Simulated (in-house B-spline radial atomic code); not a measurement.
# Pr¹²⁺: starting-point dependence of G0W0 and RPA

Question: which mean-field start gives which removal energy for Pr¹²⁺, before and after G0W0?

The numbers are computed with an in-house B-spline radial atomic code, version 1 (RPA, second order, AC-SOSEX and G0W0 (contour deformation) on a scalar-relativistic mean field, all electrons; no spin-orbit coupling, Breit or QED terms, no two-electron picture change), except any that are marked as measured or tabulated.

## (1) The system

| Property | Result |
| --- | --- |
| element | praseodymium (Z = 59) |
| charge | +12 |
| electrons | 47 |
| configuration | [Kr] 4d10 5s1 |
| next ion, run as well | [Kr] 4d10 |
| Hamiltonian | scalar-relativistic (spin-free one-electron X2C), finite nucleus |
| starts | Hartree-Fock, PBE, r2SCAN, B3LYP |

The outer shells:

Pr12+
```
[Kr] core
4d [↑↓][↑↓][↑↓][↑↓][↑↓]
5s [↑ ]
```

## (2) Hartree-Fock start

The run's settings:

```ini
Z = 59
electrons = 47.0
configuration = [Kr] 4d10 5s1
hamiltonian = x2c
method = hf
lmax = 9
rms_radius = 4.8919
spin_polarised = True
box_radius = 5.84
intervals = 64
```

On the command line:

```sh
> python run_gw.py task.json out
```

The settings of every run stand in task.json; they run in order.

Further steps of the session: PBE start; r2SCAN start; B3LYP start.

**Question.** What will these runs give? Wanted: highest level, mean field; highest level, G0W0; RPA correlation energy; RPA+SOSEX.

As calculated:

```
                                       quantity                                                                value
highest level, mean field (range over the runs)                                                -215.34 to -209.80 eV
      highest level, G0W0 (range over the runs)                                                -218.23 to -217.82 eV
                         RPA correlation energy                                             -3.935 to -3.688 hartree
                                      RPA+SOSEX                                           -2.7990 to -2.6222 hartree
    semi-empirical ionisation energy (5s shell)  217.02 ± 0.1 eV (NIST Atomic Spectra Database, ionization energies)
            G0W0 removal energy less that value                                                   +0.805 to +1.21 eV
```

**Reading.** G0W0 turns a spread of 5.55 eV among the starts into one of 0.41 eV, 7.3 % of it. Starts without exact exchange bind the level too weakly, through self-interaction, and G0W0 pulls it down by 8.1 to 8.4 eV. RPA gives the most correlation on PBE and the least on Hartree-Fock (6.3 % apart); over the runs it loosely follows the gap of the start, as smaller excitation energies give more correlation. Against the semi-empirical ionisation energy, 217.02 ± 0.1 eV, G0W0 is nearest on Hartree-Fock (+0.80 eV) and farthest on PBE (+1.2 eV). The missing Breit and QED terms are far too small here to explain the miss, which is the method's own. Read as a removal energy, the bare PBE level is off by -6.85 eV (-3.2 %) and the nearest bare level, Hartree-Fock's, by -1.68 eV. As differences of total energies the mean miss over the starts is 1.3 eV for mean field, 0.78 eV for RPA, 0.074 eV for RPA+SOSEX.
